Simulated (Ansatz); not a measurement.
# C₂H₇BO₃: one species, many methods

One table from this session's results is given with a row withheld; the runs are named, their logs left out.

Program: Ansatz 0.2.0, Gaussian basis. Level of theory: functionals in def2-TZVPP, the program's frozen cores in correlated methods. These are calculated values, not measurements.

The runs, in order: PBE-D4, r2SCAN-D4, PBE0-D4, B3LYP-D4, ωB97X-V, ωB97M-V, B2PLYP; CCSD(T)/def2-TZVPP; MP2/def2-QZVPP; extrapolation to the limit.

### Structure used throughout

The geometry comes from an earlier relaxation with PBE0-D4 in a triple-zeta def2 set; it is a stationary point, not always the lowest conformer.

SMILES `CCOB(O)O`, 13 atoms, charge 0, spin multiplicity 1.

Atoms are counted from 1 here; the program's logs count them from 0.

Bond lengths: C1–C2 1.507 Å, C1–H7 1.092 Å, C1–H8 1.092 Å, C1–H9 1.092 Å, C2–O3 1.421 Å, C2–H10 1.095 Å, C2–H11 1.095 Å, O3–B4 1.361 Å, B4–O5 1.366 Å, B4–O6 1.369 Å, O5–H12 0.960 Å, O6–H13 0.960 Å. Angles: C2–C1–H7 110.7°, C2–C1–H8 110.2°, C2–C1–H9 110.7°, H7–C1–H8 108.4°, H7–C1–H9 108.3°, H8–C1–H9 108.4°, C1–C2–O3 108.9°, C1–C2–H10 110.9°, C1–C2–H11 110.8°, O3–C2–H10 109.6°, O3–C2–H11 109.5°, H10–C2–H11 107.2°, C2–O3–B4 120.6°, O3–B4–O5 120.7°, O3–B4–O6 119.6°, O5–B4–O6 119.7°, B4–O5–H12 111.8°, B4–O6–H13 111.8°.

The first run:

Contents of in.yaml:

```yaml
crystal:
  periodic: [false, false, false]
  atoms:
    - {symbol: C, position_ang: [-0.628597, -1.962743, -0.412245]}
    - {symbol: C, position_ang: [-0.712199, -0.466772, -0.251711]}
    - {symbol: O, position_ang: [0.568471, 0.028888, 0.111715]}
    - {symbol: B, position_ang: [0.751964, 1.353008, 0.365251]}
    - {symbol: O, position_ang: [-0.290847, 2.230761, 0.277391]}
    - {symbol: O, position_ang: [1.994956, 1.809932, 0.712530]}
    - {symbol: H, position_ang: [-0.317526, -2.435081, 0.521787]}
    - {symbol: H, position_ang: [-1.603261, -2.366946, -0.695043]}
    - {symbol: H, position_ang: [0.092865, -2.228859, -1.187444]}
    - {symbol: H, position_ang: [-1.441806, -0.197509, 0.518842]}
    - {symbol: H, position_ang: [-1.035472, 0.007108, -1.184459]}
    - {symbol: H, position_ang: [-0.019061, 3.127726, 0.483115]}
    - {symbol: H, position_ang: [2.640512, 1.100477, 0.740261]}
basis:
  gaussian: {orbitals: def2-TZVPP}
hamiltonian: {xc: pbe, dispersion: d4}
output: {forces: true, orbitals: {seedname: orbitals}}
```

Command:

```sh
$ ansatz run in.yaml --threads 2 --pin off --events-out ev --progress --plain --max-ram 32768MiB --backend cuda --devices 0, --max-vram 18GiB
```

Steps of the session up to this table: PBE-D4 (GGA); r2SCAN-D4 (meta-GGA); PBE0-D4 (hybrid); B3LYP-D4 (hybrid); ωB97X-V (range-separated); ωB97M-V (range-separated); B2PLYP (double hybrid); CCSD(T) in def2-TZVPP; MP2 in def2-QZVPP.

One of the session's tables, all rows but one given; the rest of the session is left out.

```
            method  atomisation energy (kJ/mol)
            PBE-D4                       5607.9
         r2SCAN-D4                       5512.4
           PBE0-D4                       5493.3
          B3LYP-D4                       5483.9
           ωB97X-V                       5488.7
           ωB97M-V                       5511.1
            B2PLYP                       5444.8
     HF/def2-TZVPP                       4033.7
    MP2/def2-TZVPP                            ?
   CCSD/def2-TZVPP                       5281.3
CCSD(T)/def2-TZVPP                       5358.7
           MP2/CBS                       5623.8
       CCSD(T)/CBS                       5493.8
```

**Question.** Estimate the row for MP2/def2-TZVPP.

As computed: atomisation energy (kJ/mol): 5488.6. In the column «atomisation energy (kJ/mol)» it lies between B3LYP-D4 (5483.9) and ωB97X-V (5488.7).
